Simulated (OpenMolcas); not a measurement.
**SnS (SMILES [S][Sn]) at 6 levels**

Aim: a comparison of 6 runs (B2PLYP/def2-TZVP, BHLYP/def2-TZVP, BLYP/def2-TZVP, SVWN5/def2-TZVP, MP2/def2-TZVP, CCSD(T)/def2-TZVP) of SnS. 

The calculation is run with OpenMolcas 26.06.

4 further runs of the same task are left out: 3 that didn't finish, 1 set aside as unsound or not needed.

## 1. The system as given

The species is SnS (2 atoms), meant as a singlet with charge 0. SMILES: `[S][Sn]`. The S1–Sn2 distance was set to 4.860 Å, away from the relaxed value.

## 2. The energy at B2PLYP/def2-TZVP (core potential) (run 1)

Input file mol.inp:

```
>>> EXPORT MOLCAS_PRINT=2
&GATEWAY
BasLib = $CurrDir
BasisSet
S.def2-TZVP....
S1 0.000000 0.000000 -2.650874 angstrom
End of Basis
BasisSet
Sn.def2-TZVP....
Sn2 0.000000 0.000000 2.209026 angstrom
End of Basis
&SEWARD
GridInput
Grid=UltraFine
End of Grid
&SCF
KSDFT = B2PLYP_SCF
Thresholds = 1e-10 1e-07 1e-07 1e-05
PrOrbitals = 1 2
&MBPT2
Frozen = 9
```

The basis set def2-TZVP is read from a file made from the Basis Set Exchange's data (not shown).

On the command line:

```
$ export MOLCAS_MEM=1860
$ pymolcas mol.inp > mol.log
```

The log of the run:

```text
--- Start Module: gateway ---
[...]
--- Stop Module: gateway /rc=_RC_ALL_IS_WELL_ ---
[...]
      Basis functions           87
[...]
--- Start Module: scf ---
[...]
       Convergence after  25 Iterations
[...]
::    Total KS-DFT energy                            -611.8207174394
[...]
      Total spin, S                                     0.0000000000
[...]
      Total electronic charge=   38.000000
      Total            charge=   -0.000000
[...]
      Dipole Moment (debye):
      Origin of the operator (angstrom)=    0.0000    0.0000    1.1859
                   X=  1.7677E-15               Y=  1.3117E-15               Z=  5.9550E+00           Total=  5.9550E+00
      Quadrupole Moment (debye*angstrom):
[...]
--- Stop Module: scf /rc=_RC_ALL_IS_WELL_ ---
[...]
--- Start Module: mbpt2 ---
[...]
 ###    WARNING: MP2 implementation intended for RHF references only         ###
 ###############################################################################
MBPT2 WARNING: Reference function according to RunFile:KS-DFT
I'll assume you know what you're doing and continue
WARNING!
Default frozen orbitals as non valence orbitals is overwritten by user input.
Default values:   5
[...]
       Reference weight ( Cref**2 )         =        0.74166
::    Total MBPT2 energy                             -612.3453760189
[...]
      Total MBPT2 calculations                           0.13      0.16
--- Stop Module: mbpt2 /rc=_RC_ALL_IS_WELL_ ---
[...]
```

Run time: 13 s. Hardware: 1 thread of Arm Neoverse V1, shared host; peak memory 0.48 GiB.

## 3. The energy at BHLYP/def2-TZVP (core potential) (run 2)

Input file struct.xyz:

```xyz
2

S      0.000000     0.000000    -2.650874
Sn     0.000000     0.000000     2.209026
```

Input file job.input:

```
* SSn Kohn-Sham DFT

&gateway
  baslib = $CurrDir
  coord = struct.xyz
  basis = def2-TZVP
  group = NoSym

&seward
  gridinput
  Grid=UltraFine
  End of Grid

&scf
  ksdft = HYB_GGA_XC_BHANDHLYP
  thresholds = 1e-10 1e-07 1e-07 1e-05
  prorbitals = 0
```

The basis set def2-TZVP is read from a file made from the Basis Set Exchange's data (not shown).

On the command line:

```
$ export MOLCAS_MEM=1860
$ pymolcas job.input > job.log
```

The log of the run:

```text
--- Start Module: gateway ---
[...]
--- Stop Module: gateway /rc=_RC_ALL_IS_WELL_ ---
--- Start Module: seward ---
[...]
      Basis functions           87
--- Stop Module: seward /rc=_RC_ALL_IS_WELL_ ---
[...]
--- Start Module: scf ---
[...]
       Convergence after  26 Iterations
[...]
::    Total KS-DFT energy                            -612.2268152738
[...]
      Total spin, S                                     0.0000000000
[...]
      Total electronic charge=   38.000000
      Total            charge=   -0.000000
[...]
      Dipole Moment (debye):
      Origin of the operator (angstrom)=    0.0000    0.0000    1.1859
                   X=  1.2524E-15               Y= -1.2289E-14               Z=  6.3113E+00           Total=  6.3113E+00
      Quadrupole Moment (debye*angstrom):
[...]
--- Stop Module: scf /rc=_RC_ALL_IS_WELL_ ---
[...]
```

Wall time 13 s (1 thread of Arm Neoverse V1, shared host); peak memory 0.48 GiB.

Runs 3 to 5 aren't shown in full; the table further down has their settings and results.

## 4. A single-point energy at CCSD(T)/def2-TZVP (core potential) (run 6)

Input file test.inp:

```
&GATEWAY
  BasLib=$CurrDir
  Coord
  2
  angstrom
  S        0.000000       0.000000      -2.650874
  Sn       0.000000       0.000000       2.209026
  Basis=def2-TZVP
  Group=NoSym

&SEWARD

&SCF
  Thresholds=1e-10 1e-07 1e-07 1e-05
  PrOrbitals=1 2

&RASSCF
  FileOrb=$Project.ScfOrb
  Spin=1
  Nactel=0 0 0
  Inactive=19
  Ras2=0
  OutOrbitals=Canonical
  OrbListing=Few

&MOTRA
  JobIph
  Frozen=9

&CCSDT
  CCT
  Triples=2
  Iterations=80
  Accuracy=1e-08
  Extrapolation=5 4
```

The basis set def2-TZVP is read from a file made from the Basis Set Exchange's data (not shown).

On the command line:

```
$ export MOLCAS_MEM=1860
$ pymolcas test.inp > test.log
```

The log of the run:

```text
--- Start Module: gateway ---
[...]
--- Stop Module: gateway /rc=_RC_ALL_IS_WELL_ ---
[...]
      Basis functions           87
[...]
       Convergence after  32 Iterations
[...]
::    Total SCF energy                               -610.7105748686
[...]
      Total spin, S                                     0.0000000000
[...]
      Number of active orbitals                  0
[...]
      Spin quantum number                      0.0
[...]
      Active orbitals                            0
[...]
      Number of CSFs                             1
[...]
      Number of root(s) required                 1
[...]
      Convergence after  4 iterations
[...]
      Natural orbitals and occupation numbers for root  1
      ************************************************************************************************************************
      *                                                    Final results                                                     *
      ************************************************************************************************************************
[...]
::    RASSCF root number  1 Total energy:   -610.71057487
[...]
      Total electronic charge=   38.000000
      Total            charge=   -0.000000
[...]
      Dipole Moment (debye):
      Origin of the operator (angstrom)=    0.0000    0.0000    1.1859
                   X= -5.6742E-14               Y= -1.5562E-14               Z=  2.0003E+00           Total=  2.0003E+00
      Quadrupole Moment (debye*angstrom):
[...]
--- Start Module: motra ---
[...]
      *** WARNING: Default frozen orbitals is overwritten by user input.
      *** Default values:   5
[...]
--- Stop Module: motra /rc=_RC_ALL_IS_WELL_ ---
[...]
--- Start Module: ccsdt ---
[...]
      Convergence after                    75  Iterations
      Total energy (diff) :    -611.16147723      -0.00000001
[...]
 METHOD                       : CCSD+T(CCSD)+<T3(1)WT1> = CCSD(T)
[...]
       CCSD     =      -611.1614772254992
[...]
--- Stop Module: ccsdt /rc=_RC_ALL_IS_WELL_ ---
[...]
```

It took 1.7 min on 1 thread of Arm Neoverse V1, shared host; peak memory 0.48 GiB.

## 5. Overview of the runs

```
run                               level  frozen core orbitals  integration grid  energy (Eh)  dipole moment (D) of the reference  HOMO energy (eV)  LUMO energy (eV)  wall time
  1   B2PLYP/def2-TZVP (core potential)                     9         UltraFine  -611.962375                                5.96             -5.69             -3.19       13 s
  2    BHLYP/def2-TZVP (core potential)                     –         UltraFine  -612.226815                                6.31             -5.81             -3.45       13 s
  3     BLYP/def2-TZVP (core potential)                     –         UltraFine  -612.311785                                7.57             -4.84             -4.76       61 s
  4    SVWN5/def2-TZVP (core potential)                     –         UltraFine  -610.631052                                7.57             -5.14             -5.06       15 s
  5      MP2/def2-TZVP (core potential)                     9                 –  -611.122445                                2.00             -6.28             -1.25      6.3 s
  6  CCSD(T)/def2-TZVP (core potential)                     9                 –  -611.202173                                2.00             -6.28             -1.25    1.7 min
```

## 6. Outcome

```
                                          quantity          value
                               run 6: total energy  -611.20217 Eh
         run 6: dipole moment (mean-field density)         2.00 D
        run 6: HOMO energy (Hartree–Fock orbitals)       -6.28 eV
        run 6: LUMO energy (Hartree–Fock orbitals)       -1.25 eV
      run 6: HOMO–LUMO gap (Hartree–Fock orbitals)        5.03 eV
run 6: correlation energy (9 core orbitals frozen)     -491.6 mEh
                             run 6: (T) correction     -40.70 mEh
```

Over runs 1, 2, 3, 4 the dipole moment (its size) runs from 5.96 D (B2PLYP/def2-TZVP) to 7.57 D (SVWN5/def2-TZVP). A double hybrid's value is that of its SCF part. Over runs 1, 2, 3, 4 the HOMO–LUMO gap runs from 0.08 eV (SVWN5/def2-TZVP) to 2.50 eV (B2PLYP/def2-TZVP). For B2PLYP the log adds the whole second-order term; the table takes 0.27 of it, as the functional is defined. Totals of different functionals can't be ranked against each other. In runs 1, 2, 3, 4, 5, 6 a closed-shell determinant meets a far-stretched bond, which it describes badly. All runs together took 3.5 min, the longest 1.7 min.
